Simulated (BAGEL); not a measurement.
# AlH2O2F (SMILES [OH][Al]([OH])[F]) at 4 levels

Wanted: a comparison of 4 runs (B3LYP/6-31G*, B3LYP/def2-SVPD, PBE0/def2-SVPD, RI-MP2/def2-SVPD) of AlH2O2F. 

The calculation is run with BAGEL 1.2.2.

## Step 1: The molecule

AlH2O2F: 6 atoms, total charge 0, spin state singlet. SMILES: `[OH][Al]([OH])[F]`. The coordinates come from a PBE0-D4/def2-TZVP relaxation. This is one conformer, not always the lowest.

Bond lengths: O1–Al2 1.680 Å, Al2–O3 1.680 Å, Al2–F4 1.647 Å, O1–H5 0.955 Å, O3–H6 0.955 Å. Angles: O1–Al2–O3 118.5°, O1–Al2–F4 120.7°, O3–Al2–F4 120.7°, Al2–O1–H5 122.9°, Al2–O3–H6 122.9°.

## Step 2: A single-point energy at B3LYP/6-31G(d) (density fitting with qzvpp-jkfit, spherical functions) (run 1)

The input, input.json:

```json
{ "bagel" : [

{
  "title" : "molecule",
  "basis" : "6-31gs.json",
  "df_basis" : "qzvpp-jkfit",
  "angstrom" : true,
  "geometry" : [
    { "atom" : "O", "xyz" : [      -0.572600,       1.327600,      -0.678800 ] },
    { "atom" : "Al", "xyz" : [      -0.045500,      -0.145500,      -0.067500 ] },
    { "atom" : "O", "xyz" : [       1.058000,      -0.139600,       1.199000 ] },
    { "atom" : "F", "xyz" : [      -0.598500,      -1.564400,      -0.695900 ] },
    { "atom" : "H", "xyz" : [      -1.198300,       1.397500,      -1.397100 ] },
    { "atom" : "H", "xyz" : [       1.399100,      -0.939600,       1.594000 ] }
  ]
},

{ "title" : "ks", "xc_func" : "b3lyp" },

{ "title" : "print", "file" : "orbitals.molden", "orbitals" : true }

]}
```

The basis set 6-31G* is read from a file made from the Basis Set Exchange's data (not shown).

Command:

```console
$ BAGEL_NUM_THREADS=1 BAGEL input.json > input.out
```

Output:

```text
* using 1 threads per process

  ===============================================================
  ===============================================================

  *** Geometry ***

  { "atom" : "O", "xyz" : [     -1.082057,      2.508800,     -1.282746 ] },
  { "atom" : "Al", "xyz" : [     -0.085983,     -0.274955,     -0.127557 ] },
  { "atom" : "O", "xyz" : [      1.999330,     -0.263806,      2.265782 ] },
  { "atom" : "F", "xyz" : [     -1.131001,     -2.956288,     -1.315060 ] },
  { "atom" : "H", "xyz" : [     -2.264459,      2.640892,     -2.640136 ] },
  { "atom" : "H", "xyz" : [      2.643916,     -1.775587,      3.012223 ] },

  Number of auxiliary basis functions:      395

  Since a DF basis is specified, we compute 2- and 3-index integrals:
    o Being stored without compression. Storage requirement is 0.013 GB

  Number of basis functions:       64
  Number of electrons      :       40

    * METHOD: MOLECULE                             0.11

  *** Kohn-Sham DFT ***

    * Removing 9608 points whose weight is below 1.00e-10
    * Grid points: 79828

  === Nuclear Repulsion ===
   161.3601372237

       - DIIS with orbital gradients will be used.

  === KS iteration (b3lyp / 6-31gs.json) ===
      0       -475.47062240          0.15198175           0.16
      1       -469.79906174          0.15391340           0.15
      2       -481.71924197          0.14557678           0.15
      3       -493.27791641          0.05063523           0.15
      4       -493.53663072          0.04373434           0.15
      5       -493.76019083          0.03386355           0.15
      6       -494.03524288          0.01359997           0.15
      7       -494.08544929          0.00117780           0.15
      8       -494.08578611          0.00008231           0.15
      9       -494.08578821          0.00001273           0.15
     10       -494.08578826          0.00000259           0.15
     11       -494.08578826          0.00000239           0.15
     12       -494.08578826          0.00000060           0.15
     13       -494.08578826          0.00000022           0.15
     14       -494.08578826          0.00000015           0.15
     15       -494.08578826          0.00000001           0.15
     16       -494.08578826          0.00000000           0.15
    * SCF iteration converged.

    * Permanent dipole moment:
           (    0.136358,     0.349733,     0.155043) a.u.

    * METHOD: KS                                   2.87

    * METHOD: PRINT                                0.01

  ===============================================================
```

Wall time 3.3 s (1 thread of Arm Neoverse V2, shared host); peak memory 0.27 GiB.

## Step 3: The energy at B3LYP/def2-SVPD (density fitting with qzvpp-jkfit) (run 2)

The input, dft.json:

```json
{ "bagel" : [

{
  "title" : "molecule",
  "basis" : "def2-svpd.json",
  "df_basis" : "qzvpp-jkfit",
  "angstrom" : "true",
  "geometry" : [
    { "atom" : "O", "xyz" : [   -0.572600,    1.327600,   -0.678800 ] },
    { "atom" : "Al", "xyz" : [   -0.045500,   -0.145500,   -0.067500 ] },
    { "atom" : "O", "xyz" : [    1.058000,   -0.139600,    1.199000 ] },
    { "atom" : "F", "xyz" : [   -0.598500,   -1.564400,   -0.695900 ] },
    { "atom" : "H", "xyz" : [   -1.198300,    1.397500,   -1.397100 ] },
    { "atom" : "H", "xyz" : [    1.399100,   -0.939600,    1.594000 ] }
  ]
},
{ "title" : "ks", "xc_func" : "b3lyp" },
{ "title" : "print", "file" : "orbitals.molden", "orbitals" : "true" }

]}
```

The basis set def2-SVPD is read from a file made from the Basis Set Exchange's data (not shown).

Command:

```console
$ BAGEL_NUM_THREADS=1 BAGEL dft.json > dft.out
```

Output:

```text
* using 1 threads per process

  ===============================================================
  ===============================================================

  *** Geometry ***

  { "atom" : "O", "xyz" : [     -1.082057,      2.508800,     -1.282746 ] },
  { "atom" : "Al", "xyz" : [     -0.085983,     -0.274955,     -0.127557 ] },
  { "atom" : "O", "xyz" : [      1.999330,     -0.263806,      2.265782 ] },
  { "atom" : "F", "xyz" : [     -1.131001,     -2.956288,     -1.315060 ] },
  { "atom" : "H", "xyz" : [     -2.264459,      2.640892,     -2.640136 ] },
  { "atom" : "H", "xyz" : [      2.643916,     -1.775587,      3.012223 ] },

  Number of auxiliary basis functions:      395

  Since a DF basis is specified, we compute 2- and 3-index integrals:
    o Being stored without compression. Storage requirement is 0.038 GB

  Number of basis functions:      109
  Number of electrons      :       40

    * METHOD: MOLECULE                             0.14

  *** Kohn-Sham DFT ***

    * Removing 9608 points whose weight is below 1.00e-10
    * Grid points: 79828

  === Nuclear Repulsion ===
   161.3601372237

       - DIIS with orbital gradients will be used.

  === KS iteration (b3lyp / def2-svpd.json) ===
      0       -472.50225968          0.10768892           0.27
      1       -453.82605395          0.14274192           0.27
      2       -422.29435021          0.24073097           0.26
      3       -485.06876504          0.09642724           0.26
      4       -488.33429083          0.10341111           0.26
      5       -493.71553469          0.01598465           0.26
      6       -493.85072446          0.00943025           0.26
      7       -493.87880315          0.00483677           0.26
      8       -493.88719125          0.00292449           0.26
      9       -493.89061625          0.00070259           0.26
     10       -493.89075062          0.00040391           0.27
     11       -493.89081317          0.00011978           0.27
     12       -493.89081911          0.00002143           0.27
     13       -493.89081920          0.00001482           0.28
     14       -493.89081929          0.00000793           0.28
     15       -493.89081931          0.00000317           0.27
     16       -493.89081932          0.00000103           0.28
     17       -493.89081932          0.00000034           0.28
     18       -493.89081932          0.00000010           0.28
     19       -493.89081932          0.00000003           0.28
     20       -493.89081932          0.00000002           0.27
     21       -493.89081932          0.00000001           0.28
    * SCF iteration converged.

    * Permanent dipole moment:
           (    0.099350,     0.254775,     0.112996) a.u.

    * METHOD: KS                                   6.29

    * METHOD: PRINT                                0.02

  ===============================================================
```

Wall time 6.6 s (1 thread of Arm Neoverse V2, shared host); peak memory 0.41 GiB.

Run 3 isn't shown in full; the table further down has it.

## Step 4: A single-point energy at RI-MP2/def2-SVPD (density fitting with qzvpp-jkfit) (run 4)

The input, calc.json:

```json
{ "bagel" : [

{
  "title" : "molecule",
  "basis" : "def2-svpd.json",
  "df_basis" : "qzvpp-jkfit",
  "angstrom" : true,
  "geometry" : [
    { "atom" : "O", "xyz" : [   -0.572600,    1.327600,   -0.678800 ] },
    { "atom" : "Al", "xyz" : [   -0.045500,   -0.145500,   -0.067500 ] },
    { "atom" : "O", "xyz" : [    1.058000,   -0.139600,    1.199000 ] },
    { "atom" : "F", "xyz" : [   -0.598500,   -1.564400,   -0.695900 ] },
    { "atom" : "H", "xyz" : [   -1.198300,    1.397500,   -1.397100 ] },
    { "atom" : "H", "xyz" : [    1.399100,   -0.939600,    1.594000 ] }
  ]
},
{
  "title" : "hf"
},
{
  "title" : "mp2",
  "ncore" : 8
}

]}
```

The basis set def2-SVPD is read from a file made from the Basis Set Exchange's data (not shown).

Command:

```console
$ BAGEL_NUM_THREADS=1 BAGEL calc.json > calc.out
```

Output:

```text
* using 1 threads per process

  ===============================================================
  ===============================================================

  *** Geometry ***

  { "atom" : "O", "xyz" : [     -1.082057,      2.508800,     -1.282746 ] },
  { "atom" : "Al", "xyz" : [     -0.085983,     -0.274955,     -0.127557 ] },
  { "atom" : "O", "xyz" : [      1.999330,     -0.263806,      2.265782 ] },
  { "atom" : "F", "xyz" : [     -1.131001,     -2.956288,     -1.315060 ] },
  { "atom" : "H", "xyz" : [     -2.264459,      2.640892,     -2.640136 ] },
  { "atom" : "H", "xyz" : [      2.643916,     -1.775587,      3.012223 ] },

  Number of auxiliary basis functions:      395

  Since a DF basis is specified, we compute 2- and 3-index integrals:
    o Being stored without compression. Storage requirement is 0.038 GB

  Number of basis functions:      109
  Number of electrons      :       40

    * METHOD: MOLECULE                             0.14

  *** RHF ***

  === Nuclear Repulsion ===
   161.3601372237

      * DIIS with orbital gradients will be used.

  === RHF iteration (def2-svpd.json) ===
      0       -491.67759892          0.02925631           0.05
      1       -491.95010792          0.02285873           0.05
      2       -492.18935469          0.00127290           0.05
      3       -492.19047181          0.00027478           0.05
      4       -492.19052351          0.00013477           0.05
      5       -492.19053599          0.00002667           0.05
      6       -492.19053689          0.00000505           0.05
      7       -492.19053692          0.00000145           0.05
      8       -492.19053692          0.00000037           0.05
      9       -492.19053692          0.00000015           0.05
     10       -492.19053692          0.00000005           0.05
     11       -492.19053692          0.00000002           0.05
     12       -492.19053692          0.00000001           0.05
    * SCF iteration converged.

    * Permanent dipole moment:
           (    0.124946,     0.320467,     0.142119) a.u.

    * METHOD: HF                                   0.81

  *** RHF ***

  === Nuclear Repulsion ===
   161.3601372237

      * DIIS with orbital gradients will be used.

  === RHF iteration (def2-svpd.json) ===
      0       -492.19053692          0.00000000           0.05
    * SCF iteration converged.

    * Permanent dipole moment:
           (    0.124946,     0.320468,     0.142119) a.u.

  === DF-MP2 calculation ===

    * freezing 8 orbitals
    * 3-index integral transformation done
    * assembly done

      MP2 correlation energy:   -0.6570054842      0.04

      MP2 total energy:       -492.8475424087

    * METHOD: MP2                                  0.15

  ===============================================================
```

It took 1.3 s on 1 thread of Arm Neoverse V2, shared host; peak memory 0.12 GiB.

## Step 5: All runs side by side

```csv
run,level,frozen core orbitals,energy (Eh),dipole moment (D),HOMO energy (eV),LUMO energy (eV),wall time
1,"B3LYP/6-31G* (density fitting with qzvpp-jkfit, spherical functions)",–,-494.085788,1.03,-8.54,-0.80,3.3 s
2,B3LYP/def2-SVPD (density fitting with qzvpp-jkfit),–,-493.890819,0.75,-9.22,-1.39,6.6 s
3,PBE0/def2-SVPD (density fitting with qzvpp-jkfit),–,-493.496442,0.74,-9.51,-1.07,5.7 s
4,RI-MP2/def2-SVPD (density fitting with qzvpp-jkfit),8,-492.847542,–,–,–,1.3 s
```

## Step 6: Summary of results

| quantity | value |
| --- | --- |
| run 4: total energy | -492.84754 Eh |
| run 4: correlation energy (8 core orbitals frozen) | -657.0 mEh |

What this shows: Over runs 1, 2, 3 the dipole moment (its size) runs from 0.74 D (PBE0/def2-SVPD) to 1.03 D (B3LYP/6-31G*). The two ends differ in method and basis. Over runs 1, 2, 3 the HOMO–LUMO gap runs from 7.74 eV (B3LYP/6-31G*) to 8.44 eV (PBE0/def2-SVPD). Totals of different functionals can't be ranked against each other. All runs together took 17 s, the longest 6.6 s.
